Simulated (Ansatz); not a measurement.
# C2H9BOSn: the cost of one run

Program: Ansatz 0.2.0. Level of theory: RKS PBE/def2-SVP. These are calculated values, not measurements.

1 further run of the same task is left out (it didn't finish).

## (1) The starting structure

Bond lengths: B1–C2 1.554 Å, C2–C3 1.510 Å, C3–O4 1.403 Å, C3–Sn5 2.176 Å, B1–H6 1.229 Å, B1–H7 1.196 Å, C2–H8 1.075 Å, C2–H9 1.150 Å, C3–H10 1.152 Å, O4–H11 1.043 Å, Sn5–H12 1.756 Å, Sn5–H13 1.774 Å, Sn5–H14 1.746 Å. Angles (14 of 22 angles, heavy atoms first): B1–C2–C3 110.5°, C2–C3–O4 114.0°, C2–C3–Sn5 113.3°, O4–C3–Sn5 108.6°, B1–C2–H8 109.9°, B1–C2–H9 107.4°, C3–C2–H8 108.4°, C3–C2–H9 109.4°, C2–B1–H6 121.5°, C2–B1–H7 123.0°, C2–C3–H10 109.8°, O4–C3–H10 102.5°, Sn5–C3–H10 108.0°, C3–O4–H11 103.7°.

Structure file:

```xyz
14

B    -0.8077    1.7907    0.3463
C    -0.9025    0.3061    0.7950
C     0.4284   -0.3854    0.6232
O     0.5320   -1.6018    1.3142
Sn    0.9591   -0.7228   -1.4602
H    -1.0976    2.7106    1.1072
H    -0.5907    2.1162   -0.7842
H    -1.6322   -0.2101    0.1980
H    -1.1953    0.3015    1.9072
H     1.2620    0.2475    1.1046
H    -0.1853   -2.2060    0.8579
H     2.4664   -1.6206   -1.5256
H     1.1128    0.8489   -2.2686
H    -0.3624   -1.6041   -2.1862
```

## (2) End point A

Contents of input.yaml:

```yaml
crystal:
  periodic: [false, false, false]
  atoms:
    - { symbol: B, position_ang: [-0.8077, 1.7907, 0.3463] }
    - { symbol: C, position_ang: [-0.9025, 0.3061, 0.795] }
    - { symbol: C, position_ang: [0.4284, -0.3854, 0.6232] }
    - { symbol: O, position_ang: [0.532, -1.6018, 1.3142] }
    - { symbol: Sn, position_ang: [0.9591, -0.7228, -1.4602] }
    - { symbol: H, position_ang: [-1.0976, 2.7106, 1.1072] }
    - { symbol: H, position_ang: [-0.5907, 2.1162, -0.7842] }
    - { symbol: H, position_ang: [-1.6322, -0.2101, 0.198] }
    - { symbol: H, position_ang: [-1.1953, 0.3015, 1.9072] }
    - { symbol: H, position_ang: [1.262, 0.2475, 1.1046] }
    - { symbol: H, position_ang: [-0.1853, -2.206, 0.8579] }
    - { symbol: H, position_ang: [2.4664, -1.6206, -1.5256] }
    - { symbol: H, position_ang: [1.1128, 0.8489, -2.2686] }
    - { symbol: H, position_ang: [-0.3624, -1.6041, -2.1862] }
basis:
  gaussian: { orbitals: def2-SVP }
hamiltonian:
  xc: pbe
relax:
  f_tol: 0.015
  max_steps: 40
output:
  orbitals: {}
```

The run is started by

```
ansatz run input.yaml --threads 2 --pin off --max-ram 3072MiB --backend cpu --events-out ev --progress --plain --runs-dir out
```

What time and memory should one allow on 2 threads of Arm Neoverse N1, shared host?

About 2.6 min, with a peak of 0.17 GiB.
